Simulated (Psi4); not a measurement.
# A workflow on GaClF (SMILES [F][Ga][Cl])

Aim: a structure relaxation (doublet GaClF, U-wB97X-D/def2-SVPD), then the energy (singlet GaClF+, wB97X-D/def2-SVPD), then a geometry optimisation (singlet GaClF+, wB97X-D/def2-SVPD), then a single-point energy (singlet GaClF−, wB97X-D/def2-SVPD), then a structure relaxation (singlet GaClF−, wB97X-D/def2-SVPD) of ClFGa. 

The calculation is run with Psi4 1.11.

## (1) Starting point

The species is GaClF (3 atoms), meant as a doublet with charge 0. As SMILES, `[F][Ga][Cl]`. The coordinates come from a PBE0-D4/def2-TZVP relaxation. The run starts from this shape.

Bond lengths: F1–Ga2 1.758 Å, Ga2–Cl3 2.157 Å. Angles: F1–Ga2–Cl3 117.7°.

## (2) A geometry optimisation at U-wB97X-D/def2-SVPD (density fitting) (run 1)

clfga.xyz

```xyz
3
ClFGa
F     -1.421100     0.295900    -0.754800
Ga     0.066400     0.649600     0.112200
Cl     1.343900    -1.010300     0.629300
```

run.py

```python
import psi4

psi4.set_memory(1600000000)
psi4.set_num_threads(1)
psi4.core.set_output_file('psi4.out', False)

with open('clfga.xyz') as f:
    atoms = ''.join(f.readlines()[2:])
molecule = psi4.geometry('0 2\n' + atoms + 'symmetry c1')

psi4.set_options({
    'basis': 'def2-SVPD',
    'reference': 'uks',
})

energy_value, wavefunction = psi4.optimize('wb97x-d', return_wfn=True)
print(f'wb97x-d energy: {energy_value:.10f} Eh')
print(molecule.to_string(dtype='xyz', units='Angstrom'))
```

Launch:

```sh
$ python run.py
```

psi4.out:

```text
[...]
  Running in c1 symmetry.
[...]
  Nuclear repulsion =  237.378679053417585
[...]
  Multiplicity = 2
[...]
  Nalpha       = 29
  Nbeta        = 28
[...]
    Number of basis functions: 88
[...]
   @DF-UKS iter   1: -2482.87515121942670   -2.21597e+00   2.83381e-02 ADIIS/DIIS
[...]
   @DF-UKS iter   8: -2484.53300029496495   -2.27374e-12   6.20221e-09 DIIS
[...]
   @S^2 Observed:                7.530794114E-01
[...]
  @DF-UKS Final Energy: -2484.53300029496495
   => Energetics <=
    Nuclear Repulsion Energy =            234.7726692710120346
    One-Electron Energy =               -3925.8488571921729999
    Two-Electron Energy =                1290.7974718332675366
    DFT Exchange-Correlation Energy =     -84.2539857344921188
    Empirical Dispersion Energy =          -0.0002984725794369
    VV10 Nonlocal Energy =                  0.0000000000000000
    Total Energy =                      -2484.5330002949649497
[...]
  -Total Gradient:
     Atom            X                  Y                   Z
    ------   -----------------  -----------------  -----------------
       1       -0.000365468155    -0.000024207618    -0.000000000000
       2       -0.000173132173     0.000083471281     0.000000000000
       3       -0.000288288923     0.000205265476     0.000000000000
[...]
    Final optimized geometry and variables:
    Molecular point group: c1
    Full point group: Cs
    Geometry (in Angstrom), charge = 0, multiplicity = 2:
    F           -1.865797918592     0.181888407571    -0.000000000000
    GA          -0.126896271373     0.533141282379    -0.000000000000
    CL           1.263798379628    -1.149670488412     0.000000000000
[...]
```

On the terminal:

```text
Some dependencies such as QCElemental have not yet finished migration to pydantic v2. If issues are encountered please downgrade pydantic or upgrade QCElemental as appropriate
Optimizer: Optimization complete!
wb97x-d energy: -2484.5330002950 Eh
3
0 2 ClFGa
F                    -1.865797918592     0.181888407571     0.000000000000
Ga                   -0.126896271373     0.533141282379     0.000000000000
Cl                    1.263798379628    -1.149670488412     0.000000000000
```

Run time: 20 s. Hardware: 1 thread of Intel Xeon 6975P-C (Granite Rapids), shared host; peak memory 0.48 GiB.

Step by step:

| step | energy from the first frame kept (eV) | largest force (eV/Å) |
| --- | --- | --- |
| 0 | 0.0000 | 0.4103 |
| 1 | -0.0076 | 0.1234 |
| 2 | -0.0082 | 0.0315 |
| 3 | -0.0083 | 0.0188 |

After the run. Bond lengths: F1–Ga2 1.774 Å, Ga2–Cl3 2.183 Å. Angles: F1–Ga2–Cl3 118.2°.

## (3) The singlet cation: the energy at wB97X-D/def2-SVPD (density fitting) (run 2)

clfga.xyz

```xyz
3
ClFGa
F     -1.440118     0.303562    -0.764473
Ga     0.062931     0.653027     0.110671
Cl     1.361070    -1.021218     0.637570
```

run.py

```python
import psi4

psi4.set_memory(1600000000)
psi4.set_num_threads(1)
psi4.set_output_file('run.log', False)

with open('clfga.xyz') as f:
    atoms = ''.join(f.readlines()[2:])
geom = psi4.geometry('1 1\n' + atoms + 'symmetry c1')

options = {'basis': 'def2-SVPD'}
psi4.set_options(options)

result = psi4.energy('WB97X-D')
print(f'WB97X-D energy: {result:.10f} Eh')
```

Launch:

```sh
$ python run.py
```

run.log:

```text
[...]
  Running in c1 symmetry.
[...]
  Nuclear repulsion =  234.772694242561158
[...]
  Multiplicity = 1
[...]
  Nalpha       = 28
  Nbeta        = 28
[...]
    Number of basis functions: 88
[...]
   @DF-RKS iter   1: -2482.56933785679712   -1.96233e+00   2.81024e-02 DIIS/ADIIS
[...]
   @DF-RKS iter  11: -2484.16772905909920   -1.34577e-07   8.29268e-07 DIIS
[...]
  @DF-RKS Final Energy: -2484.16772905909920
   => Energetics <=
    Nuclear Repulsion Energy =            234.7726942425611583
    One-Electron Energy =               -3909.7951437016990894
    Two-Electron Energy =                1274.9278823394370193
    DFT Exchange-Correlation Energy =     -84.0728634668752051
    Empirical Dispersion Energy =          -0.0002984725227191
    VV10 Nonlocal Energy =                  0.0000000000000000
    Total Energy =                      -2484.1677290590992015
[...]
 Multipole Moments:
 ------------------------------------------------------------------------------------
     Multipole            Electronic (a.u.)      Nuclear  (a.u.)        Total (a.u.)
 ------------------------------------------------------------------------------------
 L = 1.  Multiply by 2.5417464519 to convert [e a0] to [Debye]
 Dipole X            :         -0.6543141            1.4335585            0.7792444
 Dipole Y            :          3.9654765           -2.6078642            1.3576123
 Dipole Z            :          0.0000000           -0.0000000            0.0000000
 Magnitude           :                                                    1.5653540
[...]
```

On the terminal:

```text
WB97X-D energy: -2484.1677290591 Eh
```

Wall time 3.9 s (1 thread of Intel Xeon 6975P-C (Granite Rapids), shared host); peak memory 0.43 GiB.

## (4) The singlet cation: a geometry optimisation at wB97X-D/def2-SVPD (density fitting) (run 3)

job.in

```
memory 1600 MB

molecule molecule1 {
  1 1
  F     -2.72142861     0.57364904    -1.44464460
  Ga     0.11892235     1.23404218     0.20913788
  Cl     2.57204954    -1.92982233     1.20483269
  units au
  symmetry c1
}

set {
  reference    rks
  geom_maxiter 50
}

e_tot, wfn = opt("wb97x-d/def2-SVPD", return_wfn=True)
```

Launch:

```sh
$ psi4 job.in job.out -n 1
```

job.out:

```text
[...]
  Running in c1 symmetry.
[...]
  Nuclear repulsion =  234.772694305589312
[...]
  Multiplicity = 1
[...]
  Nalpha       = 28
  Nbeta        = 28
[...]
    Number of basis functions: 88
[...]
   @DF-RKS iter   1: -2482.56933471980028   -1.96233e+00   2.81024e-02 ADIIS/DIIS
[...]
   @DF-RKS iter  13: -2484.21009303909204   -1.36424e-12   5.94250e-09 DIIS
[...]
  @DF-RKS Final Energy: -2484.21009303909204
   => Energetics <=
    Nuclear Repulsion Energy =            246.7001912147741507
    One-Electron Energy =               -3933.2020191650635752
    Two-Electron Energy =                1286.4164379581845878
    DFT Exchange-Correlation Energy =     -84.1244541594982280
    Empirical Dispersion Energy =          -0.0002488874892307
    VV10 Nonlocal Energy =                  0.0000000000000000
    Total Energy =                      -2484.2100930390924987
[...]
  -Total Gradient:
     Atom            X                  Y                   Z
    ------   -----------------  -----------------  -----------------
       1        0.000000081981     0.000000002874     0.000939560991
       2       -0.000000180797    -0.000000006573     0.000737164659
       3        0.000000079132     0.000000003578     0.000773402699
[...]
    Final optimized geometry and variables:
    Molecular point group: c1
    Full point group: C_inf_v
    Geometry (in Bohr), charge = 1, multiplicity = 1:
    F           -0.000005448968    -0.000000000000    -3.780614407676
    GA          -0.000005448968     0.000000000000    -0.602154916899
    CL           0.000013700620    -0.000000000000     3.240870117574
    Psi4 run time: 0:00:20.92
[...]
```

Standard output:

```text
Optimizer: Optimization complete!
```

Run time: 22 s. Hardware: 1 thread of Intel Xeon 6975P-C (Granite Rapids), shared host; peak memory 0.48 GiB.

Step by step:

| step | energy from the first frame kept (eV) | largest force (eV/Å) |
| --- | --- | --- |
| 0 | 0.0000 | 3.3819 |
| 1 | -0.5114 | 1.9547 |
| 2 | -0.9694 | 1.3113 |
| 3 | -1.1267 | 0.6695 |
| 4 | -1.1528 | 0.0647 |
| 5 | -1.1528 | 0.0483 |

After the run. Bond lengths: F1–Ga2 1.682 Å, Ga2–Cl3 2.034 Å. Angles: F1–Ga2–Cl3 180.0°.

## (5) The singlet anion: the energy at wB97X-D/def2-SVPD (density fitting) (run 4)

input.dat

```
memory 1600 mb

molecule {
  -1 1
  F     -2.72142861     0.57364904    -1.44464460
  Ga     0.11892235     1.23404218     0.20913788
  Cl     2.57204954    -1.92982233     1.20483269
  units au
  symmetry c1
}

set basis def2-SVPD
set reference rks

energy('wb97x-d')
```

Launch:

```sh
$ psi4 -n 1 input.dat output.dat
```

output.dat:

```text
[...]
  Running in c1 symmetry.
[...]
  Nuclear repulsion =  234.772694305589312
[...]
  Multiplicity = 1
[...]
  Nalpha       = 29
  Nbeta        = 29
[...]
    Number of basis functions: 88
[...]
   @DF-RKS iter   1: -2482.85404295811531   -2.24703e+00   2.86367e-02 DIIS/ADIIS
[...]
   @DF-RKS iter  11: -2484.62843020097444   -3.63216e-08   3.06032e-07 DIIS
[...]
  @DF-RKS Final Energy: -2484.62843020097444
   => Energetics <=
    Nuclear Repulsion Energy =            234.7726943055893116
    One-Electron Energy =               -3939.8610727672275971
    Two-Electron Energy =                1304.8452320211017650
    DFT Exchange-Correlation Energy =     -84.3849852879157112
    Empirical Dispersion Energy =          -0.0002984725226265
    VV10 Nonlocal Energy =                  0.0000000000000000
    Total Energy =                      -2484.6284302009744351
[...]
 Multipole Moments:
 ------------------------------------------------------------------------------------
     Multipole            Electronic (a.u.)      Nuclear  (a.u.)        Total (a.u.)
 ------------------------------------------------------------------------------------
 L = 1.  Multiply by 2.5417464519 to convert [e a0] to [Debye]
 Dipole X            :         -1.3214631            1.4335585            0.1120954
 Dipole Y            :          2.4487810           -2.6078642           -0.1590832
 Dipole Z            :          0.0000000            0.0000000            0.0000000
 Magnitude           :                                                    0.1946095
[...]
```

Wall time 3.9 s (1 thread of Intel Xeon 6975P-C (Granite Rapids), shared host); peak memory 0.43 GiB.

## (6) The singlet anion: a structure relaxation at wB97X-D/def2-SVPD (density fitting) (run 5)

calc.dat

```
memory 1600 mb

molecule system {
  -1 1
  F
  Ga 1 1.774023
  Cl 2 2.18309 1 118.15081
  symmetry c1
}

set basis def2-SVPD
set reference rks
set geom_maxiter 50

opt('wb97x-d')
```

Launch:

```sh
$ psi4 calc.dat calc.out -n 1
```

calc.out:

```text
[...]
  Running in c1 symmetry.
[...]
  Nuclear repulsion =  234.772743193933195
[...]
  Multiplicity = 1
[...]
  Nalpha       = 29
  Nbeta        = 29
[...]
    Number of basis functions: 88
[...]
   @DF-RKS iter   1: -2482.85404136899388   -2.24703e+00   2.86367e-02 DIIS/ADIIS
[...]
   @DF-RKS iter   7: -2484.64982734181649   -1.36424e-12   3.45889e-09 DIIS
[...]
  @DF-RKS Final Energy: -2484.64982734181649
   => Energetics <=
    Nuclear Repulsion Energy =            216.7616753164056149
    One-Electron Energy =               -3904.0922430338905542
    Two-Electron Energy =                1287.0249066621377096
    DFT Exchange-Correlation Energy =     -84.3438239027488095
    Empirical Dispersion Energy =          -0.0003423837202373
    VV10 Nonlocal Energy =                  0.0000000000000000
    Total Energy =                      -2484.6498273418160352
[...]
  -Total Gradient:
     Atom            X                  Y                   Z
    ------   -----------------  -----------------  -----------------
       1        0.000278860356    -0.000279326290     0.000000000000
       2        0.000515864696    -0.000173664184     0.000000000000
       3        0.000537457701     0.000112648745     0.000000000000
[...]
    Final optimized geometry and variables:
    Molecular point group: c1
    Full point group: Cs
    Geometry (in Angstrom), charge = -1, multiplicity = 1:
    F
    GA            1    1.873623
    CL            2    2.459226      1   98.155375
    Psi4 run time: 0:00:28.89
[...]
```

The script printed:

```text
Optimizer: Optimization complete!
```

Wall time 30 s (1 thread of Intel Xeon 6975P-C (Granite Rapids), shared host); peak memory 0.48 GiB.

Step by step:

| step | energy from the first frame kept (eV) | largest force (eV/Å) |
| --- | --- | --- |
| 0 | 0.0000 | 3.4351 |
| 1 | -0.4351 | 1.5803 |
| 2 | -0.5664 | 0.4562 |
| 3 | -0.5777 | 0.2368 |
| 4 | -0.5804 | 0.1527 |
| 5 | -0.5820 | 0.0751 |
| 6 | -0.5822 | 0.0412 |
| 7 | -0.5822 | 0.0296 |
| 8 | -0.5822 | 0.0282 |

After the run. Bond lengths: F1–Ga2 1.874 Å, Ga2–Cl3 2.459 Å. Angles: F1–Ga2–Cl3 98.2°.

## (7) Results

```
                                                                   quantity           value
                        run 1, U-wB97X-D/def2-SVPD: total energy at the end  -2484.53300 Eh
                                  run 1, U-wB97X-D/def2-SVPD: dipole moment          2.30 D
             run 1, U-wB97X-D/def2-SVPD: HOMO energy (highest over α and β)        -9.25 eV
              run 1, U-wB97X-D/def2-SVPD: LUMO energy (lowest over α and β)        -3.07 eV
                              run 1, U-wB97X-D/def2-SVPD: dispersion energy    -0.78 kJ/mol
                                           run 1, U-wB97X-D/def2-SVPD: ⟨S²⟩           0.753
                                        singlet cation, run 2: total energy  -2484.16773 Eh
                                         singlet cation, run 2: HOMO energy       -17.93 eV
                                         singlet cation, run 2: LUMO energy       -10.60 eV
                                       singlet cation, run 2: HOMO–LUMO gap         7.33 eV
                                   singlet cation, run 2: dispersion energy    -0.78 kJ/mol
                             singlet cation, run 3: total energy at the end  -2484.21009 Eh
                                         singlet cation, run 3: HOMO energy       -18.63 eV
                                         singlet cation, run 3: LUMO energy        -8.24 eV
                                       singlet cation, run 3: HOMO–LUMO gap        10.39 eV
                                   singlet cation, run 3: dispersion energy    -0.65 kJ/mol
                                         singlet anion, run 4: total energy  -2484.62843 Eh
                                          singlet anion, run 4: HOMO energy        -2.19 eV
                                          singlet anion, run 4: LUMO energy         5.41 eV
singlet anion, run 4: HOMO–LUMO gap (to an unbound level, set by the basis)         7.60 eV
                                    singlet anion, run 4: dispersion energy    -0.78 kJ/mol
                              singlet anion, run 5: total energy at the end  -2484.64983 Eh
                                          singlet anion, run 5: HOMO energy        -3.28 eV
                                          singlet anion, run 5: LUMO energy         5.04 eV
singlet anion, run 5: HOMO–LUMO gap (to an unbound level, set by the basis)         8.32 eV
                                    singlet anion, run 5: dispersion energy    -0.90 kJ/mol
     adiabatic electron affinity (to the singlet anion, no zero-point term)        3.179 eV
    adiabatic ionisation energy (to the singlet cation, no zero-point term)        8.787 eV
```

**Reading.** The adiabatic electron affinity (to the singlet anion, no zero-point term) is 3.18 eV (307 kJ/mol). The adiabatic ionisation energy (to the singlet cation, no zero-point term) is 8.79 eV (203 kcal/mol). The optimisation (run 1, U-wB97X-D/def2-SVPD) took 4 steps and changed the energy by -0.008 eV. The optimisation (singlet cation, run 3) took 6 steps and changed the energy by -1.153 eV. The optimisation (singlet anion, run 5) took 9 steps and changed the energy by -0.582 eV.
